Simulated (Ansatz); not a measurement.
# CH5ClSi2Zn: the cost of one run

All numbers below are computed with Ansatz 0.2.0 (RKS LDA/def2-SVP).

### Step 1. Starting point

Bond lengths: Cl1–C2 1.744 Å, C2–Si3 1.841 Å, Si3–Si4 2.191 Å, Si3–Zn5 2.578 Å, C2–H6 1.119 Å, Si3–H7 1.478 Å, Si3–H8 1.537 Å, Si4–H9 1.507 Å, Si4–H10 1.507 Å. Angles (14 of 16 angles, heavy atoms first): Cl1–C2–Si3 108.1°, C2–Si3–Si4 112.5°, C2–Si3–Zn5 71.5°, Si4–Si3–Zn5 72.8°, Cl1–C2–H6 109.0°, Si3–C2–H6 110.0°, C2–Si3–H7 111.2°, C2–Si3–H8 109.7°, Si4–Si3–H7 109.3°, Si4–Si3–H8 108.0°, Zn5–Si3–H7 72.0°, Zn5–Si3–H8 177.9°, Si3–Si4–H9 109.1°, Si3–Si4–H10 110.8°.

Structure file:

```xyz
10

Cl   -0.7465    2.3406    0.1649
C    -0.3470    1.1050   -0.9997
Si    0.8241   -0.0718   -0.2045
Si   -0.0855   -1.1570    1.4676
Zn   -1.1628   -1.4126   -1.1543
H     0.1361    1.5835   -1.8885
H     1.3555   -1.0417   -1.1853
H     2.0430    0.6941    0.3341
H    -1.3038   -1.8939    0.9738
H    -0.6299   -0.1976    2.4948
```

### Step 2. End point A

input.yaml reads:

```yaml
crystal:
  periodic: [false, false, false]
  atoms:
    - { symbol: Cl, position_ang: [-0.7465, 2.3406, 0.1649] }
    - { symbol: C, position_ang: [-0.347, 1.105, -0.9997] }
    - { symbol: Si, position_ang: [0.8241, -0.0718, -0.2045] }
    - { symbol: Si, position_ang: [-0.0855, -1.157, 1.4676] }
    - { symbol: Zn, position_ang: [-1.1628, -1.4126, -1.1543] }
    - { symbol: H, position_ang: [0.1361, 1.5835, -1.8885] }
    - { symbol: H, position_ang: [1.3555, -1.0417, -1.1853] }
    - { symbol: H, position_ang: [2.043, 0.6941, 0.3341] }
    - { symbol: H, position_ang: [-1.3038, -1.8939, 0.9738] }
    - { symbol: H, position_ang: [-0.6299, -0.1976, 2.4948] }
basis:
  gaussian: { orbitals: def2-SVP }
hamiltonian:
  xc: lda
relax:
  f_tol: 0.015
  max_steps: 40
output:
  orbitals: {}
```

Run with:

```bash
ansatz run input.yaml --threads 2 --pin off --max-ram 3072MiB --backend cpu --events-out ev --progress --plain --runs-dir out
```

What time and memory should one allow on 2 threads of Arm Neoverse V2, shared host?

About 47 s, with a peak of 0.18 GiB.
